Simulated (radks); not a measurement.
# Ionising osmium step by step, Os³⁸⁺ to Os⁵⁶⁺

Wanted: the ionisation ladder of osmium and its errors against NIST. Each value is a difference of total energies (Δ-SCF).

The numbers are computed with radks (a radial shooting solver on a logarithmic mesh, Libxc functionals) version 1 (scalar-relativistic Kohn-Sham, BLYP, spin-polarised, spherical densities, finite nucleus; open shells are filled with parallel spins first), except any that are marked as measured or tabulated.

### Step 1. The system

| Item | Value |
| --- | --- |
| element | osmium (Z = 76) |
| charges | 38 to 56 |
| first configuration | [Kr] 4d2 |
| last configuration | [Ar] 3d2 |

The outer shells:

Os³⁸⁺
```
[Kr] core
4d [↑ ][↑ ][  ][  ][  ]
```

Os⁵⁶⁺
```
[Ar] core
3d [↑ ][↑ ][  ][  ][  ]
```

### Step 2. Os³⁸⁺, [Kr] 4d2

Settings of this run:

```text
Z 76
configuration [Kr] 4d2 5s0 5p0
relativity scalar-relativistic
functional b88,lyp
spin polarised
nucleus finite rms 5.4126 fm
c 137.035999084
```

### Step 3. Os³⁹⁺, [Kr] 4d1

Input: that of step 2 with these lines changed.

```diff
@@ -1,3 +1,3 @@
 Z 76
-configuration [Kr] 4d2 5s0 5p0
+configuration [Kr] 4d1
 relativity scalar-relativistic
```

### Step 4. Os⁴⁰⁺, [Kr]

Input: that of step 3 with these lines changed.

```diff
@@ -1,3 +1,3 @@
 Z 76
-configuration [Kr] 4d1
+configuration [Kr]
 relativity scalar-relativistic
```

### Step 5. Os⁴¹⁺, [Ar] 3d10 4s2 4p5

Input: that of step 4 with these lines changed.

```diff
@@ -1,3 +1,3 @@
 Z 76
-configuration [Kr]
+configuration [Ar] 3d10 4s2 4p5
 relativity scalar-relativistic
```

### Step 6. Os⁴²⁺, [Ar] 3d10 4s2 4p4

Settings of this run:

```text
Z 76
configuration [Ar] 3d10 4s2 4p4
relativity scalar-relativistic
functional b88,lyp
spin polarised
nucleus finite rms 5.4126 fm
c 137.035999084
```

### Step 7. Os⁴³⁺, [Ar] 3d10 4s2 4p3

Settings of this run:

```text
Z 76
configuration [Ar] 3d10 4s2 4p3 5s0 4d0
relativity scalar-relativistic
functional b88,lyp
spin polarised
nucleus finite rms 5.4126 fm
c 137.035999084
```

### Step 8. Os⁴⁴⁺, [Ar] 3d10 4s2 4p2

Settings of this run:

```text
Z 76
configuration [Ar] 3d10 4s2 4p2
relativity scalar-relativistic
functional b88,lyp
spin polarised
nucleus finite rms 5.4126 fm
c 137.035999084
```

### Step 9. Os⁴⁵⁺, [Ar] 3d10 4s2 4p1

Settings of this run:

```text
Z 76
configuration [Ar] 3d10 4s2 4p1
relativity scalar-relativistic
functional b88,lyp
spin polarised
nucleus finite rms 5.4126 fm
c 137.035999084
```

### Step 10. Os⁴⁶⁺, [Ar] 3d10 4s2

Settings of this run:

```text
Z 76
configuration [Ar] 3d10 4s2
relativity scalar-relativistic
functional b88,lyp
spin polarised
nucleus finite rms 5.4126 fm
c 137.035999084
```

### Step 11. Os⁴⁷⁺, [Ar] 3d10 4s1

Input: that of step 10 with these lines changed.

```diff
@@ -1,3 +1,3 @@
 Z 76
-configuration [Ar] 3d10 4s2
+configuration [Ar] 3d10 4s1
 relativity scalar-relativistic
```

### Step 12. Os⁴⁸⁺, [Ar] 3d10

Input: that of step 11 with these lines changed.

```diff
@@ -1,3 +1,3 @@
 Z 76
-configuration [Ar] 3d10 4s1
+configuration [Ar] 3d10
 relativity scalar-relativistic
```

### Step 13. Os⁴⁹⁺, [Ar] 3d9

Input: that of step 12 with these lines changed.

```diff
@@ -1,3 +1,3 @@
 Z 76
-configuration [Ar] 3d10
+configuration [Ar] 3d9
 relativity scalar-relativistic
```

### Step 14. Os⁵⁰⁺, [Ar] 3d8

Input: that of step 13 with these lines changed.

```diff
@@ -1,3 +1,3 @@
 Z 76
-configuration [Ar] 3d9
+configuration [Ar] 3d8 4s0 4p0
 relativity scalar-relativistic
```

### Step 15. Os⁵¹⁺, [Ar] 3d7

Input: that of step 14 with these lines changed.

```diff
@@ -1,3 +1,3 @@
 Z 76
-configuration [Ar] 3d8 4s0 4p0
+configuration [Ar] 3d7
 relativity scalar-relativistic
```

### Step 16. Os⁵²⁺, [Ar] 3d6

Input: that of step 15 with these lines changed.

```diff
@@ -1,3 +1,3 @@
 Z 76
-configuration [Ar] 3d7
+configuration [Ar] 3d6
 relativity scalar-relativistic
```

### Step 17. Os⁵³⁺, [Ar] 3d5

Input: that of step 16 with these lines changed.

```diff
@@ -1,3 +1,3 @@
 Z 76
-configuration [Ar] 3d6
+configuration [Ar] 3d5
 relativity scalar-relativistic
```

### Step 18. Os⁵⁴⁺, [Ar] 3d4

Input: that of step 17 with these lines changed.

```diff
@@ -1,3 +1,3 @@
 Z 76
-configuration [Ar] 3d5
+configuration [Ar] 3d4
 relativity scalar-relativistic
```

### Step 19. Os⁵⁵⁺, [Ar] 3d3

Input: that of step 18 with these lines changed.

```diff
@@ -1,3 +1,3 @@
 Z 76
-configuration [Ar] 3d4
+configuration [Ar] 3d3 4s0 4p0
 relativity scalar-relativistic
```

### Step 20. Os⁵⁶⁺, [Ar] 3d2

Input: that of step 19 with these lines changed.

```diff
@@ -1,3 +1,3 @@
 Z 76
-configuration [Ar] 3d3 4s0 4p0
+configuration [Ar] 3d2
 relativity scalar-relativistic
```

What does the calculation give? Wanted: for each run, species; configuration; Δ-SCF; −ε(HOMO); NIST; error.

The runs gave:

```
species      configuration  Δ-SCF (eV)  −ε(HOMO) (eV)         NIST (eV)  error (%)
  Os³⁸⁺           [Kr] 4d2      1710.7         1683.8     1720 (theory)       -0.5
  Os³⁹⁺           [Kr] 4d1      1766.6         1739.5     1776 (theory)       -0.5
  Os⁴⁰⁺               [Kr]      2030.3         2003.8     1996 (theory)       +1.7
  Os⁴¹⁺  [Ar] 3d10 4s2 4p5      2085.5         2059.1     2052 (theory)       +1.6
  Os⁴²⁺  [Ar] 3d10 4s2 4p4      2140.3         2114.1     2112 (theory)       +1.3
  Os⁴³⁺  [Ar] 3d10 4s2 4p3      2211.1         2183.7     2168 (theory)       +2.0
  Os⁴⁴⁺  [Ar] 3d10 4s2 4p2      2267.9         2240.7     2336 (theory)       -2.9
  Os⁴⁵⁺  [Ar] 3d10 4s2 4p1      2324.0         2297.3     2400 (theory)       -3.2
  Os⁴⁶⁺      [Ar] 3d10 4s2      2565.3         2538.7     2552 (theory)       +0.5
  Os⁴⁷⁺      [Ar] 3d10 4s1      2629.8         2602.5  2616 (semi-emp.)       +0.5
  Os⁴⁸⁺          [Ar] 3d10      4405.6         4342.7     4374 (theory)       +0.7
  Os⁴⁹⁺           [Ar] 3d9      4536.8         4473.3     4501 (theory)       +0.8
  Os⁵⁰⁺           [Ar] 3d8      4669.0         4605.1     4635 (theory)       +0.7
  Os⁵¹⁺           [Ar] 3d7      4802.0         4737.7     4779 (theory)       +0.5
  Os⁵²⁺           [Ar] 3d6      4935.7         4871.2     4917 (theory)       +0.4
  Os⁵³⁺           [Ar] 3d5      5108.7         5041.8     5052 (theory)       +1.1
  Os⁵⁴⁺           [Ar] 3d4      5248.0         5180.6     5280 (theory)       -0.6
  Os⁵⁵⁺           [Ar] 3d3      5388.2         5320.4     5421 (theory)       -0.6
```

What this shows: Reference values: NIST Atomic Spectra Database (exp. measured, semi-emp. semi-empirical, theory a theoretical value adopted there). The steepest step, after dividing by the final charge, comes at Os⁴⁸⁺ in [Ar] 3d10, where the value goes from 2629.8 to 4405.6 eV. There the highest level belongs to another shell. Minus the highest eigenvalue gives 98 to 99 % of the Δ-SCF value along the ladder. Open shells are spherical and high-spin; term and fine-structure splittings are not resolved. Spin-orbit splitting is averaged out at the scalar-relativistic level.
